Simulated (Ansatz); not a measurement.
# CH8GeSSi: the cost of one run

Computed with Ansatz 0.2.0 through its Python package. Level of theory: CAM-B3LYP/def2-TZVP.

## Step 1: The structure

Bond lengths: C1–Si2 1.822 Å, Si2–S3 2.152 Å, S3–Ge4 2.276 Å, C1–H5 1.161 Å, C1–H6 1.150 Å, C1–H7 1.088 Å, Si2–H8 1.511 Å, Si2–H9 1.433 Å, Ge4–H10 1.487 Å, Ge4–H11 1.577 Å, Ge4–H12 1.542 Å. Angles (14 of 19 angles, heavy atoms first): C1–Si2–S3 108.9°, Si2–S3–Ge4 90.7°, C1–Si2–H8 107.8°, C1–Si2–H9 109.8°, S3–Si2–H8 111.3°, S3–Si2–H9 110.2°, Si2–C1–H5 108.7°, Si2–C1–H6 111.3°, Si2–C1–H7 113.4°, S3–Ge4–H10 110.5°, S3–Ge4–H11 105.4°, S3–Ge4–H12 106.7°, H8–Si2–H9 108.8°, H5–C1–H6 104.1°.

No structure file is read: the coordinates are typed or built in the script.

## Step 2: The script

The input, bde.py:

```python
# -*- coding: utf-8 -*-
import ansatz as az
from ase import Atoms

BASIS = "def2-TZVP"
XC = "cam_b3lyp"


def single_point(molecule, charge=0, unpaired=0):
    calc = molecule.calculation().basis(gaussian=BASIS).functional(XC)
    if charge:
        calc = calc.charge(charge)
    if unpaired:
        calc = calc.spin("collinear", total=unpaired)
    return calc.run(threads=1).report["free_energy_ev"]

def without(molecule, index):
    rest = az.Crystal.molecule()
    for i, site in enumerate(molecule.cartesian_sites):
        if i != index:
            rest = rest.atom(site.symbol, site.position_ang)
    return rest

atoms = Atoms(["C", "Si", "S", "Ge", "H", "H", "H", "H", "H", "H", "H", "H"], positions=[
    (-0.75, 1.8853, 1.2012),
    (0.0328, 0.6674, 0.0943),
    (-0.8136, -1.2723, 0.4834),
    (0.6086, -2.2265, -1.015),
    (-1.8861, 1.9284, 0.9639),
    (-0.3773, 2.9512, 0.9815),
    (-0.5988, 1.67, 2.2572),
    (1.5192, 0.6834, 0.3659),
    (-0.1899, 1.0384, -1.272),
    (2.0212, -2.001, -0.6082),
    (0.2373, -3.7595, -1.0259),
    (0.2736, -1.62, -2.3923),
])
mol = az.Crystal.molecule_from_ase(atoms)

whole = single_point(mol, 0)
hydrogen = single_point(az.Crystal.molecule().atom("H", (0, 0, 0)), 0, 1)
print(f"E(molecule) = {whole:.5f} eV, E(H) = {hydrogen:.5f} eV")
for index in [6, 8, 11]:
    radical = single_point(without(mol, index), 0, 1)
    print(f"H{index}: homolysis {96.485332 * (radical + hydrogen - whole):.1f} kJ/mol")
```

## Step 3: The input behind the calls

The package turns the script's settings into the engine's input (first run):

```yaml
crystal:
  periodic: [false, false, false]
  atoms:
    - { symbol: C, position_ang: [-0.75, 1.8853, 1.2012] }
    - { symbol: Si, position_ang: [0.0328, 0.6674, 0.0943] }
    - { symbol: S, position_ang: [-0.8136, -1.2723, 0.4834] }
    - { symbol: Ge, position_ang: [0.6086, -2.2265, -1.015] }
    - { symbol: H, position_ang: [-1.8861, 1.9284, 0.9639] }
    - { symbol: H, position_ang: [-0.3773, 2.9512, 0.9815] }
    - { symbol: H, position_ang: [-0.5988, 1.67, 2.2572] }
    - { symbol: H, position_ang: [1.5192, 0.6834, 0.3659] }
    - { symbol: H, position_ang: [-0.1899, 1.0384, -1.272] }
    - { symbol: H, position_ang: [2.0212, -2.001, -0.6082] }
    - { symbol: H, position_ang: [0.2373, -3.7595, -1.0259] }
    - { symbol: H, position_ang: [0.2736, -1.62, -2.3923] }
basis:
  gaussian:
    orbitals: def2-TZVP
hamiltonian:
  xc: cam_b3lyp
```

## Step 4: Running it

Started as:

```bash
python bde.py
```

What time and memory should one allow on 1 thread of Arm Neoverse V2, shared host?

About 84 s, with a peak of 0.94 GiB.
